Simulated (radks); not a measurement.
# A spherical quantum dot from 1 to 9 electrons

Aim: add electrons one at a time to a hard-walled sphere of radius 6.6 bohr*, with a point charge of +1 at the centre, try the lowest free levels for each, keep the configuration of least energy, and see where shells close.

Program: radks, version 2. Model: non-relativistic spin-polarised Kohn-Sham, LDA (Slater exchange, Perdew-Wang correlation), spherically averaged shells. All values are calculated.

## (1) What is given

| Quantity | Value |
| --- | --- |
| well | a hard-walled sphere of radius 6.6 bohr*, with a point charge of +1 at the centre |
| functional | LDA (Slater exchange, Perdew-Wang correlation) |
| levels | named by radial order: 1s, 1p, 1d, 2s, 1f and so on |
| units | effective atomic units, hartree* and bohr* |
| configuration carried in | none |

Each count now gets its runs.

## (2) Electron number 1

Trying: add 1s up. Settings of this run:

```ini
kind = hard wall
xc = PW
radius = 6.6  # bohr
z = 1  # e
electrons = 1
background = 0  # e
configuration = 1s(up 1, down 0)
```

The run is started by

```console
$ python run_model.py task.json out
```

task.json names the series; the program runs every candidate in turn, and a move starts from the lowest state found so far. In the records, mag is the spin moment and err the last SCF error; their hartree and bohr are effective units.

Results of the run (chosen fields of its result record, rounded):

```text
status: converged
energy_total [hartree]: -0.478141321
energy_kinetic [hartree]: 0.4713598
energy_external [hartree]: -0.970192
energy_hartree [hartree]: 0.3006989
energy_xc [hartree]: -0.280008
energy_background [hartree]: 0.0
orbitals [level, occupation, hartree, mean radius in bohr]:
  - ["1s up", 1, -0.266744, 1.56139]
r2_mean [bohr^2]: 3.254193
mag [bohr magneton]: 1
err: 4.7e-10
```

Lowest: 1s(up 1, down 0).

## (3) N = 2

Trying: add 1s down. Settings of this run:

```ini
kind = hard wall
xc = PW
radius = 6.6  # bohr
z = 1  # e
electrons = 2
background = 0  # e
configuration = 1s2
```

Results of the run (chosen fields of its result record, rounded):

```text
status: converged
energy_total [hartree]: -0.487805152
energy_kinetic [hartree]: 0.5505023
energy_external [hartree]: -1.454627
energy_hartree [hartree]: 0.8700561
energy_xc [hartree]: -0.4537367
energy_background [hartree]: 0.0
orbitals [level, occupation, hartree, mean radius in bohr]:
  - ["1s up", 1, 0.122308, 2.15453]
  - ["1s down", 1, 0.122308, 2.15453]
r2_mean [bohr^2]: 6.123355
mag [bohr magneton]: 0
err: 7.3e-10
alpha [bohr^3]: 29.14521
```

Trying: add 1p up. Changed: configuration = 1s(up 1, down 0) 1p(up 1, down 0).

Result:

```text
status: converged
energy_total [hartree]: -0.289550506
energy_kinetic [hartree]: 0.6461038
energy_external [hartree]: -1.201736
energy_hartree [hartree]: 0.6823991
energy_xc [hartree]: -0.4163173
energy_background [hartree]: 0.0
orbitals [level, occupation, hartree, mean radius in bohr]:
  - ["1s up", 1, -0.0183168, 1.73468]
  - ["1p up", 1, 0.279004, 3.71855]
r2_mean [bohr^2]: 9.549398
mag [bohr magneton]: 2
err: 2e-09
```

| candidate | configuration | above the lowest (hartree*) |
| --- | --- | --- |
| add 1s down | 1s2 | lowest |
| add 1p up | 1s(up 1, down 0) 1p(up 1, down 0) | 0.198 |

The series goes on from 1s2.

## (4) 3 electrons

Trying: add 1p up. Settings of this run:

```ini
kind = hard wall
xc = PW
radius = 6.6  # bohr
z = 1  # e
electrons = 3
background = 0  # e
configuration = 1s2 1p(up 1, down 0)
```

Results of the run (chosen fields of its result record, rounded):

```text
status: converged
energy_total [hartree]: -0.0664137546
energy_kinetic [hartree]: 0.7319595
energy_external [hartree]: -1.633982
energy_hartree [hartree]: 1.4286
energy_xc [hartree]: -0.5929904
energy_background [hartree]: 0.0
orbitals [level, occupation, hartree, mean radius in bohr]:
  - ["1s up", 1, 0.330847, 2.41698]
  - ["1p up", 1, 0.509049, 3.9826]
  - ["1s down", 1, 0.341995, 2.26916]
r2_mean [bohr^2]: 10.45744
mag [bohr magneton]: 1
err: 1.9e-10
```

Trying: add 2s up. Changed: configuration = 1s2 2s(up 1, down 0).

Result:

```text
status: converged
energy_total [hartree]: -0.00326104975
energy_kinetic [hartree]: 0.93317
energy_external [hartree]: -1.797607
energy_hartree [hartree]: 1.493123
energy_xc [hartree]: -0.6319472
energy_background [hartree]: 0.0
orbitals [level, occupation, hartree, mean radius in bohr]:
  - ["1s up", 1, 0.342897, 2.45601]
  - ["2s up", 1, 0.577371, 3.3493]
  - ["1s down", 1, 0.376738, 2.72791]
r2_mean [bohr^2]: 10.57694
mag [bohr magneton]: 1
err: 5.6e-10
```

| candidate | configuration | above the lowest (hartree*) |
| --- | --- | --- |
| add 1p up | 1s2 1p(up 1, down 0) | lowest |
| add 2s up | 1s2 2s(up 1, down 0) | 0.0632 |

Lowest: 1s2 1p(up 1, down 0).

## (5) N = 4

Trying: add 1p up. Settings of this run:

```ini
kind = hard wall
xc = PW
radius = 6.6  # bohr
z = 1  # e
electrons = 4
background = 0  # e
configuration = 1s2 1p(up 2, down 0)
```

Results of the run (chosen fields of its result record, rounded):

```text
status: converged
energy_total [hartree]: 0.534576315
energy_kinetic [hartree]: 0.9397664
energy_external [hartree]: -1.819229
energy_hartree [hartree]: 2.18624
energy_xc [hartree]: -0.7722006
energy_background [hartree]: 0.0
orbitals [level, occupation, hartree, mean radius in bohr]:
  - ["1s up", 1, 0.539169, 2.6349]
  - ["1p up", 2, 0.693744, 4.08684]
  - ["1s down", 1, 0.557928, 2.36031]
r2_mean [bohr^2]: 12.94569
mag [bohr magneton]: 2
err: 2.3e-10
```

Trying: add 1p down. Changed: configuration = 1s2 1p(up 1, down 1).

Result:

```text
status: converged
energy_total [hartree]: 0.554764371
energy_kinetic [hartree]: 0.9343077
energy_external [hartree]: -1.812842
energy_hartree [hartree]: 2.182589
energy_xc [hartree]: -0.7492901
energy_background [hartree]: 0.0
orbitals [level, occupation, hartree, mean radius in bohr]:
  - ["1s up", 1, 0.545832, 2.50933]
  - ["1p up", 1, 0.709923, 4.08415]
  - ["1s down", 1, 0.545832, 2.50933]
  - ["1p down", 1, 0.709923, 4.08415]
r2_mean [bohr^2]: 12.97234
mag [bohr magneton]: 0
err: 2.1e-10
```

Trying: add 2s up. Changed: configuration = 1s2 1p(up 1, down 0) 2s(up 1, down 0).

Result:

```text
status: converged
energy_total [hartree]: 0.603000565
energy_kinetic [hartree]: 1.150727
energy_external [hartree]: -1.997536
energy_hartree [hartree]: 2.257654
energy_xc [hartree]: -0.8078446
energy_background [hartree]: 0.0
orbitals [level, occupation, hartree, mean radius in bohr]:
  - ["1s up", 1, 0.549994, 2.68847]
  - ["1p up", 1, 0.698781, 4.12311]
  - ["2s up", 1, 0.768411, 3.19521]
  - ["1s down", 1, 0.596277, 2.9531]
r2_mean [bohr^2]: 12.92888
mag [bohr magneton]: 2
err: 4.8e-11
```

Trying: move 1p up to 1p down: the same state as a run above.

| candidate | configuration | above the lowest (hartree*) |
| --- | --- | --- |
| add 1p up | 1s2 1p(up 2, down 0) | lowest |
| add 1p down | 1s2 1p(up 1, down 1) | 0.0202 |
| add 2s up | 1s2 1p(up 1, down 0) 2s(up 1, down 0) | 0.0684 |
| move 1p up to 1p down | 1s2 1p(up 1, down 1) | 0.0202 |

Lowest: 1s2 1p(up 2, down 0).

From the same record, its empty bound levels (hartree) and its density (bohr, e/bohr³):

```text
empty: [["1d up", 0.82963], ["2s up", 0.76405], ["1f up", 0.99765], ["1p down", 0.73522], ["1d down", 0.87186], ["2s down", 0.78565], ["1f down", 1.0391]]
r: [0.1439, 0.4747, 0.8054, 1.136, 1.467, 1.798, 2.128, 2.459, 2.79, 3.121, 3.451, 3.782, 4.113, 4.444, 4.774, 5.105, 5.436, 5.767, 6.097, 6.428]
n: [0.2096, 0.1107, 0.06106, 0.03571, 0.02239, 0.01523, 0.01129, 0.009062, 0.00775, 0.006895, 0.006226, 0.005572, 0.004843, 0.004013, 0.00311, 0.002197, 0.001363, 0.000693, 0.000243, 2.679e-05]
```

## (6) N = 5

Trying: add 1p up. Settings of this run:

```ini
kind = hard wall
xc = PW
radius = 6.6  # bohr
z = 1  # e
electrons = 5
background = 0  # e
configuration = 1s2 1p(up 3, down 0)
```

Results of the run (chosen fields of its result record, rounded):

```text
status: converged
energy_total [hartree]: 1.32184053
energy_kinetic [hartree]: 1.168423
energy_external [hartree]: -2.0038
energy_hartree [hartree]: 3.134047
energy_xc [hartree]: -0.9768297
energy_background [hartree]: 0.0
orbitals [level, occupation, hartree, mean radius in bohr]:
  - ["1s up", 1, 0.743863, 2.8375]
  - ["1p up", 3, 0.880922, 4.17252]
  - ["1s down", 1, 0.768735, 2.43735]
r2_mean [bohr^2]: 14.65777
mag [bohr magneton]: 3
err: 1.8e-10
```

Trying: add 1p down. Changed: configuration = 1s2 1p(up 2, down 1).

Result:

```text
status: converged
energy_total [hartree]: 1.35605651
energy_kinetic [hartree]: 1.160061
energy_external [hartree]: -1.994424
energy_hartree [hartree]: 3.128944
energy_xc [hartree]: -0.938524
energy_background [hartree]: 0.0
orbitals [level, occupation, hartree, mean radius in bohr]:
  - ["1s up", 1, 0.748761, 2.71734]
  - ["1p up", 2, 0.893221, 4.17047]
  - ["1s down", 1, 0.756766, 2.59167]
  - ["1p down", 1, 0.909754, 4.16748]
r2_mean [bohr^2]: 14.687
mag [bohr magneton]: 1
err: 2.3e-10
```

Trying: add 2s up. Changed: configuration = 1s2 1p(up 2, down 0) 2s(up 1, down 0).

Result:

```text
status: converged
energy_total [hartree]: 1.39524288
energy_kinetic [hartree]: 1.387743
energy_external [hartree]: -2.195491
energy_hartree [hartree]: 3.212121
energy_xc [hartree]: -1.009131
energy_background [hartree]: 0.0
orbitals [level, occupation, hartree, mean radius in bohr]:
  - ["1s up", 1, 0.754021, 2.89898]
  - ["1p up", 2, 0.885892, 4.20336]
  - ["2s up", 1, 0.961895, 3.052]
  - ["1s down", 1, 0.809701, 3.15866]
r2_mean [bohr^2]: 14.56505
mag [bohr magneton]: 3
err: 3e-10
```

Trying: move 1p up to 1p down: the same state as a run above.

| candidate | configuration | above the lowest (hartree*) |
| --- | --- | --- |
| add 1p up | 1s2 1p(up 3, down 0) | lowest |
| add 1p down | 1s2 1p(up 2, down 1) | 0.0342 |
| add 2s up | 1s2 1p(up 2, down 0) 2s(up 1, down 0) | 0.0734 |
| move 1p up to 1p down | 1s2 1p(up 2, down 1) | 0.0342 |

Kept: 1s2 1p(up 3, down 0).

## (7) Electron number 6

Trying: add 1p down. Settings of this run:

```ini
kind = hard wall
xc = PW
radius = 6.6  # bohr
z = 1  # e
electrons = 6
background = 0  # e
configuration = 1s2 1p(up 3, down 1)
```

Results of the run (chosen fields of its result record, rounded):

```text
status: converged
energy_total [hartree]: 2.34178573
energy_kinetic [hartree]: 1.406062
energy_external [hartree]: -2.175645
energy_hartree [hartree]: 4.262388
energy_xc [hartree]: -1.151019
energy_background [hartree]: 0.0
orbitals [level, occupation, hartree, mean radius in bohr]:
  - ["1s up", 1, 0.94899, 2.91279]
  - ["1p up", 3, 1.07836, 4.24402]
  - ["1s down", 1, 0.9636, 2.66286]
  - ["1p down", 1, 1.10772, 4.23845]
r2_mean [bohr^2]: 15.97871
mag [bohr magneton]: 2
err: 1.8e-10
```

Trying: add 2s up. Changed: configuration = 1s2 1p(up 3, down 0) 2s(up 1, down 0).

Result:

```text
status: converged
energy_total [hartree]: 2.37489534
energy_kinetic [hartree]: 1.643682
energy_external [hartree]: -2.391825
energy_hartree [hartree]: 4.35321
energy_xc [hartree]: -1.230172
energy_background [hartree]: 0.0
orbitals [level, occupation, hartree, mean radius in bohr]:
  - ["1s up", 1, 0.954783, 3.09546]
  - ["1p up", 3, 1.07338, 4.27401]
  - ["2s up", 1, 1.15588, 2.91441]
  - ["1s down", 1, 1.01805, 3.34562]
r2_mean [bohr^2]: 15.8108
mag [bohr magneton]: 4
err: 1.9e-10
```

Trying: add 2s down. Changed: configuration = 1s2 1p(up 3, down 0) 2s(up 0, down 1).

Result:

```text
status: converged
energy_total [hartree]: 2.39486352
energy_kinetic [hartree]: 1.654836
energy_external [hartree]: -2.379592
energy_hartree [hartree]: 4.330895
energy_xc [hartree]: -1.211275
energy_background [hartree]: 0.0
orbitals [level, occupation, hartree, mean radius in bohr]:
  - ["1s up", 1, 0.975688, 3.50206]
  - ["1p up", 3, 1.07631, 4.27523]
  - ["1s down", 1, 0.97851, 2.77307]
  - ["2s down", 1, 1.17176, 3.18676]
r2_mean [bohr^2]: 15.92989
mag [bohr magneton]: 2
err: 1.8e-09
```

Trying: move 1p down to 2s up: the same state as a run above.

Trying: move 1p up to 1p down. Changed: configuration = 1s2 1p(up 2, down 2).

Result:

```text
status: converged
energy_total [hartree]: 2.35627054
energy_kinetic [hartree]: 1.402942
energy_external [hartree]: -2.172246
energy_hartree [hartree]: 4.260613
energy_xc [hartree]: -1.135039
energy_background [hartree]: 0.0
orbitals [level, occupation, hartree, mean radius in bohr]:
  - ["1s up", 1, 0.95517, 2.79397]
  - ["1p up", 2, 1.09122, 4.24173]
  - ["1s down", 1, 0.95517, 2.79397]
  - ["1p down", 2, 1.09122, 4.24173]
r2_mean [bohr^2]: 15.98717
mag [bohr magneton]: 0
err: 1.3e-09
```

| candidate | configuration | above the lowest (hartree*) |
| --- | --- | --- |
| add 1p down | 1s2 1p(up 3, down 1) | lowest |
| add 2s up | 1s2 1p(up 3, down 0) 2s(up 1, down 0) | 0.0331 |
| add 2s down | 1s2 1p(up 3, down 0) 2s(up 0, down 1) | 0.0531 |
| move 1p down to 2s up | 1s2 1p(up 3, down 0) 2s(up 1, down 0) | 0.0331 |
| move 1p up to 1p down | 1s2 1p(up 2, down 2) | 0.0145 |

Lowest: 1s2 1p(up 3, down 1).

## (8) 7 electrons

Trying: add 1p down. Settings of this run:

```ini
kind = hard wall
xc = PW
radius = 6.6  # bohr
z = 1  # e
electrons = 7
background = 0  # e
configuration = 1s2 1p(up 3, down 2)
```

Results of the run (chosen fields of its result record, rounded):

```text
status: converged
energy_total [hartree]: 3.53907251
energy_kinetic [hartree]: 1.665576
energy_external [hartree]: -2.350209
energy_hartree [hartree]: 5.577265
energy_xc [hartree]: -1.353559
energy_background [hartree]: 0.0
orbitals [level, occupation, hartree, mean radius in bohr]:
  - ["1s up", 1, 1.15168, 2.98286]
  - ["1p up", 3, 1.27452, 4.30621]
  - ["1s down", 1, 1.15835, 2.86287]
  - ["1p down", 2, 1.28739, 4.30386]
r2_mean [bohr^2]: 17.02171
mag [bohr magneton]: 1
err: 5.4e-10
```

Trying: add 2s up. Changed: configuration = 1s2 1p(up 3, down 1) 2s(up 1, down 0).

Result:

```text
status: converged
energy_total [hartree]: 3.58774905
energy_kinetic [hartree]: 1.921481
energy_external [hartree]: -2.580228
energy_hartree [hartree]: 5.667783
energy_xc [hartree]: -1.421287
energy_background [hartree]: 0.0
orbitals [level, occupation, hartree, mean radius in bohr]:
  - ["1s up", 1, 1.15771, 3.19754]
  - ["1p up", 3, 1.26923, 4.33474]
  - ["2s up", 1, 1.35095, 2.84823]
  - ["1s down", 1, 1.20511, 3.58204]
  - ["1p down", 1, 1.30091, 4.34336]
r2_mean [bohr^2]: 16.86259
mag [bohr magneton]: 3
err: 2.1e-10
```

Trying: add 2s down. Changed: configuration = 1s2 1p(up 3, down 1) 2s(up 0, down 1).

Result:

```text
status: converged
energy_total [hartree]: 3.59847402
energy_kinetic [hartree]: 1.930019
energy_external [hartree]: -2.575802
energy_hartree [hartree]: 5.65632
energy_xc [hartree]: -1.412064
energy_background [hartree]: 0.0
orbitals [level, occupation, hartree, mean radius in bohr]:
  - ["1s up", 1, 1.18033, 3.65894]
  - ["1p up", 3, 1.27287, 4.34135]
  - ["1s down", 1, 1.1732, 3.01134]
  - ["1p down", 1, 1.29348, 4.33173]
  - ["2s down", 1, 1.36008, 3.00613]
r2_mean [bohr^2]: 16.9176
mag [bohr magneton]: 1
err: 1.4e-10
```

| candidate | configuration | above the lowest (hartree*) |
| --- | --- | --- |
| add 1p down | 1s2 1p(up 3, down 2) | lowest |
| add 2s up | 1s2 1p(up 3, down 1) 2s(up 1, down 0) | 0.0487 |
| add 2s down | 1s2 1p(up 3, down 1) 2s(up 0, down 1) | 0.0594 |

Lowest: 1s2 1p(up 3, down 2).

## (9) 8 electrons

Trying: add 1p down. Settings of this run:

```ini
kind = hard wall
xc = PW
radius = 6.6  # bohr
z = 1  # e
electrons = 8
background = 0  # e
configuration = 1s2 1p6
```

Results of the run (chosen fields of its result record, rounded):

```text
status: converged
energy_total [hartree]: 4.91719113
energy_kinetic [hartree]: 1.944459
energy_external [hartree]: -2.525414
energy_hartree [hartree]: 7.075501
energy_xc [hartree]: -1.577354
energy_background [hartree]: 0.0
orbitals [level, occupation, hartree, mean radius in bohr]:
  - ["1s up", 1, 1.35181, 3.04795]
  - ["1p up", 3, 1.46902, 4.36135]
  - ["1s down", 1, 1.35181, 3.04795]
  - ["1p down", 3, 1.46902, 4.36135]
r2_mean [bohr^2]: 17.8825
mag [bohr magneton]: 0
err: 9e-11
alpha [bohr^3]: 142.694
```

Trying: add 2s up. Changed: configuration = 1s2 1p(up 3, down 2) 2s(up 1, down 0).

Result:

```text
status: converged
energy_total [hartree]: 4.97810026
energy_kinetic [hartree]: 2.218372
energy_external [hartree]: -2.772872
energy_hartree [hartree]: 7.169867
energy_xc [hartree]: -1.637267
energy_background [hartree]: 0.0
orbitals [level, occupation, hartree, mean radius in bohr]:
  - ["1s up", 1, 1.35921, 3.30976]
  - ["1p up", 3, 1.46397, 4.38966]
  - ["2s up", 1, 1.5467, 2.77236]
  - ["1s down", 1, 1.39305, 3.76764]
  - ["1p down", 2, 1.48023, 4.40074]
r2_mean [bohr^2]: 17.71546
mag [bohr magneton]: 2
err: 1.9e-10
```

Trying: add 2s down. Changed: configuration = 1s2 1p(up 3, down 2) 2s(up 0, down 1).

Result:

```text
status: converged
energy_total [hartree]: 4.98260497
energy_kinetic [hartree]: 2.222838
energy_external [hartree]: -2.771793
energy_hartree [hartree]: 7.165244
energy_xc [hartree]: -1.633684
energy_background [hartree]: 0.0
orbitals [level, occupation, hartree, mean radius in bohr]:
  - ["1s up", 1, 1.38183, 3.79728]
  - ["1p up", 3, 1.46782, 4.3999]
  - ["1s down", 1, 1.3668, 3.22833]
  - ["1p down", 2, 1.47501, 4.38813]
  - ["2s down", 1, 1.55069, 2.84137]
r2_mean [bohr^2]: 17.73552
mag [bohr magneton]: 0
err: 6.2e-10
```

| candidate | configuration | above the lowest (hartree*) |
| --- | --- | --- |
| add 1p down | 1s2 1p6 | lowest |
| add 2s up | 1s2 1p(up 3, down 2) 2s(up 1, down 0) | 0.0609 |
| add 2s down | 1s2 1p(up 3, down 2) 2s(up 0, down 1) | 0.0654 |

Lowest: 1s2 1p6.

From the same record, its empty bound levels (hartree) and its density (bohr, e/bohr³):

```text
empty: [["1d up", 1.5871], ["2s up", 1.5342], ["1f up", 1.7406], ["1d down", 1.5871], ["2s down", 1.5342], ["1f down", 1.7406]]
r: [0.1692, 0.4986, 0.828, 1.157, 1.487, 1.816, 2.146, 2.475, 2.805, 3.134, 3.464, 3.793, 4.123, 4.452, 4.781, 5.111, 5.44, 5.77, 6.099, 6.429]
n: [0.1427, 0.07574, 0.04228, 0.02549, 0.01702, 0.01287, 0.011, 0.01041, 0.01053, 0.01102, 0.01159, 0.01199, 0.01195, 0.01126, 0.009831, 0.007732, 0.00527, 0.002885, 0.001065, 0.0001202]
```

## (10) N = 9

Trying: add 2s up. Settings of this run:

```ini
kind = hard wall
xc = PW
radius = 6.6  # bohr
z = 1  # e
electrons = 9
background = 0  # e
configuration = 1s2 1p6 2s(up 1, down 0)
```

Results of the run (chosen fields of its result record, rounded):

```text
status: converged
energy_total [hartree]: 6.54874677
energy_kinetic [hartree]: 2.53258
energy_external [hartree]: -2.96732
energy_hartree [hartree]: 8.855791
energy_xc [hartree]: -1.872304
energy_background [hartree]: 0.0
orbitals [level, occupation, hartree, mean radius in bohr]:
  - ["1s up", 1, 1.55883, 3.42692]
  - ["1p up", 3, 1.65733, 4.43966]
  - ["2s up", 1, 1.74233, 2.69066]
  - ["1s down", 1, 1.58062, 3.91891]
  - ["1p down", 3, 1.66122, 4.45218]
r2_mean [bohr^2]: 18.43282
mag [bohr magneton]: 1
err: 1.8e-10
```

Trying: add 1d up. Changed: configuration = 1s2 1p6 1d(up 1, down 0).

Result:

```text
status: converged
energy_total [hartree]: 6.59236226
energy_kinetic [hartree]: 2.384056
energy_external [hartree]: -2.700909
energy_hartree [hartree]: 8.726445
energy_xc [hartree]: -1.81723
energy_background [hartree]: 0.0
orbitals [level, occupation, hartree, mean radius in bohr]:
  - ["1s up", 1, 1.54031, 3.21013]
  - ["1p up", 3, 1.64835, 4.41214]
  - ["1d up", 1, 1.76345, 4.63051]
  - ["1s down", 1, 1.5443, 3.05729]
  - ["1p down", 3, 1.65928, 4.40162]
r2_mean [bohr^2]: 18.73936
mag [bohr magneton]: 1
err: 4.9e-10
```

Trying: move 2s up to 1d up: the same state as a run above.

| candidate | configuration | above the lowest (hartree*) |
| --- | --- | --- |
| add 2s up | 1s2 1p6 2s(up 1, down 0) | lowest |
| add 1d up | 1s2 1p6 1d(up 1, down 0) | 0.0436 |
| move 2s up to 1d up | 1s2 1p6 1d(up 1, down 0) | 0.0436 |

Lowest: 1s2 1p6 2s(up 1, down 0).

## (11) Trends over these counts

| N | configuration | unpaired | chemical potential (hartree*) | addition energy (hartree*) | rms radius (bohr*) |
| --- | --- | --- | --- | --- | --- |
| 1 | 1s(up 1, down 0) | 1 | -0.4781 | 0.468 | 1.80 |
| 2 | 1s2 | 0 | -0.009664 | 0.431 | 2.47 |
| 3 | 1s2 1p(up 1, down 0) | 1 | 0.4214 | 0.180 | 3.23 |
| 4 | 1s2 1p(up 2, down 0) | 2 | 0.6010 | 0.186 | 3.60 |
| 5 | 1s2 1p(up 3, down 0) | 3 | 0.7873 | 0.233 | 3.83 |
| 6 | 1s2 1p(up 3, down 1) | 2 | 1.020 | 0.177 | 4.00 |
| 7 | 1s2 1p(up 3, down 2) | 1 | 1.197 | 0.181 | 4.13 |
| 8 | 1s2 1p6 | 0 | 1.378 | 0.253 | 4.23 |
| 9 | 1s2 1p6 2s(up 1, down 0) | 1 | 1.632 | - | 4.29 |

Chemical potential E(N) - E(N-1); addition energy E(N+1) + E(N-1) - 2E(N).

Density of N = 9:

r (bohr*), 4πr² × density and a bar:
```
     0.17       0.09 #
     0.67       0.49 ####
     1.16       0.60 #####
     1.65       0.57 #####
     2.15       0.60 #####
     2.64       0.80 #######
     3.14       1.25 ###########
     3.63       1.95 ##################
     4.12       2.77 #########################
     4.62       3.31 ##############################
     5.11       3.11 ############################
     5.61       2.03 ##################
     6.10       0.65 ######
     6.59       0.00
```

## (12) Summary of results

```
               quantity                                    value
     closed shells at N                                  2 and 8
largest addition energy  0.468 hartree* at N = 1 (of N = 1 to 8)
most unpaired electrons                               3 at N = 5
polarisability at N = 2                             29.15 bohr*³
 configuration at N = 9                 1s2 1p6 2s(up 1, down 0)
```

Shells close at N = 2 and 8, but the largest second difference in range falls at N = 1. The largest moment in range is 3, first at N = 5: exchange favours parallel spins in open shells. Spherical averaging forbids deformation, and the greedy search can miss a lower configuration.
